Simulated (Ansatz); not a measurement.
# C2H7AlSSi: the cost of one run

Program: Ansatz 0.2.0. Level of theory: RKS revPBE/def2-SVP. These are calculated values, not measurements.

### Step 1. Starting point

Bond lengths: C1–Si2 1.800 Å, Si2–Al3 2.383 Å, Si2–C4 1.905 Å, Al3–C4 2.008 Å, C4–S5 1.745 Å, C1–H6 1.115 Å, C1–H7 1.152 Å, C1–H8 1.115 Å, Si2–H9 1.444 Å, Al3–H10 1.615 Å, C4–H11 1.150 Å, S5–H12 1.408 Å. Angles (14 of 22 angles, heavy atoms first): C1–Si2–Al3 113.8°, C1–Si2–C4 111.8°, Al3–Si2–C4 54.5°, Si2–Al3–C4 50.5°, Si2–C4–Al3 75.0°, Si2–C4–S5 113.5°, Al3–C4–S5 114.7°, C1–Si2–H9 118.6°, Al3–Si2–H9 127.4°, C4–Si2–H9 106.4°, Si2–C1–H6 114.0°, Si2–C1–H7 110.5°, Si2–C1–H8 111.3°, Si2–Al3–H10 145.9°.

As a file:

```xyz
12

C    -1.6676    0.5770   -0.7608
Si   -0.1082   -0.3220   -0.7312
Al    0.1350   -1.7668    1.1486
C     0.9018    0.0632    0.8378
S     2.6252    0.0951    0.5653
H    -2.3059    0.4076    0.1371
H    -1.4789    1.7125   -0.8075
H    -2.2546    0.3410   -1.6784
H     0.7971   -0.1721   -1.8459
H     0.4503   -3.2698    1.6471
H     0.3954    0.8757    1.4754
H     2.5874    1.4034    0.0465
```

### Step 2. Relaxing end A

Contents of input.yaml:

```yaml
crystal:
  periodic: [false, false, false]
  atoms:
    - { symbol: C, position_ang: [-1.6676, 0.577, -0.7608] }
    - { symbol: Si, position_ang: [-0.1082, -0.322, -0.7312] }
    - { symbol: Al, position_ang: [0.135, -1.7668, 1.1486] }
    - { symbol: C, position_ang: [0.9018, 0.0632, 0.8378] }
    - { symbol: S, position_ang: [2.6252, 0.0951, 0.5653] }
    - { symbol: H, position_ang: [-2.3059, 0.4076, 0.1371] }
    - { symbol: H, position_ang: [-1.4789, 1.7125, -0.8075] }
    - { symbol: H, position_ang: [-2.2546, 0.341, -1.6784] }
    - { symbol: H, position_ang: [0.7971, -0.1721, -1.8459] }
    - { symbol: H, position_ang: [0.4503, -3.2698, 1.6471] }
    - { symbol: H, position_ang: [0.3954, 0.8757, 1.4754] }
    - { symbol: H, position_ang: [2.5874, 1.4034, 0.0465] }
basis:
  gaussian: { orbitals: def2-SVP }
hamiltonian:
  xc: revpbe
relax:
  f_tol: 0.015
  max_steps: 40
```

On the command line:

```bash
ansatz run input.yaml --threads 2 --pin off --max-ram 3072MiB --backend cpu --events-out ev --progress --plain --runs-dir out
```

Q: Estimate wall time and peak memory on 2 threads of Arm Neoverse N1, shared host.

About 69 s, with a peak of 0.16 GiB.
